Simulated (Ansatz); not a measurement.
# Be5Sn: the cost of one run

Program: Ansatz 0.2.0. Level of theory: DFT PBEsol, scalar-relativistic, plane waves, PAW. These are calculated values, not measurements.

## 1. The system as given

The structure is hexagonal, space group P6/mmm (No. 191). The conventional cell has a = 4.321 Å, b = 4.321 Å, c = 3.288 Å, α = 90.00°, β = 90.00°, γ = 120.00°. Be (site symmetry -6m2) has 6 Be at 2.06 Å as nearest neighbours. Be (site symmetry mmm) has 8 Be at 2.06 to 2.16 Å as nearest neighbours. Sn (site symmetry 6/mmm) is surrounded by 18 Be at 2.49 to 2.71 Å.

Structure file:

```cif
data_structure
_symmetry_space_group_name_H-M 'P6/mmm'
_symmetry_Int_Tables_number 191
_cell_length_a 4.3207
_cell_length_b 4.3207
_cell_length_c 3.2884
_cell_angle_alpha 90.000
_cell_angle_beta 90.000
_cell_angle_gamma 120.000
_cell_volume 53.17
loop_
_atom_site_label
_atom_site_type_symbol
_atom_site_symmetry_multiplicity
_atom_site_Wyckoff_symbol
_atom_site_fract_x
_atom_site_fract_y
_atom_site_fract_z
_atom_site_occupancy
Be1 Be 2 c 0.33333 0.66667 0.00000 1
Be2 Be 3 g 0.50000 0.00000 0.50000 1
Sn1 Sn 1 a 0.00000 0.00000 0.00000 1
```

The cell was made up by rule, so the compound may not exist in this form.

(A quick probe on a coarse mesh, which set the mesh and smearing, is not shown.)

## 3. Rough relaxation on the coarse mesh

input.yaml

```yaml
crystal:
  lattice:
    - [4.3206866383, 0.0, 0.0]
    - [-2.1603433191, 3.7418243905, 0.0]
    - [0.0, 0.0, 3.2884490798]
  atoms:
    - { symbol: Be, position: [0.3333333333, 0.6666666667, 0.0] }
    - { symbol: Be, position: [0.6666666667, 0.3333333333, 0.0] }
    - { symbol: Be, position: [0.5, 0.0, 0.5] }
    - { symbol: Be, position: [0.5, 0.5, 0.5] }
    - { symbol: Be, position: [0.0, 0.5, 0.5] }
    - { symbol: Sn, position: [0.0, 0.0, 0.0] }
basis:
  ecutwfc: 420
kpoints:
  mp_grid: { grid: [6, 6, 6] }
hamiltonian:
  xc: pbesol
scf:
  occupations: { method: gaussian, width: 0.1 }
output:
  forces: true
  stress: true
  eigenvalues: true
relax:
  adjacent_minimum: "off"
  f_tol: 0.05
  max_steps: 80
  cell: { stress_tol: 0.5 }
```

**Question.** How long does this run take on 1 thread of an Arm CPU, shared host, and how much memory does it need?

About 11 s, with a peak of 0.33 GiB.
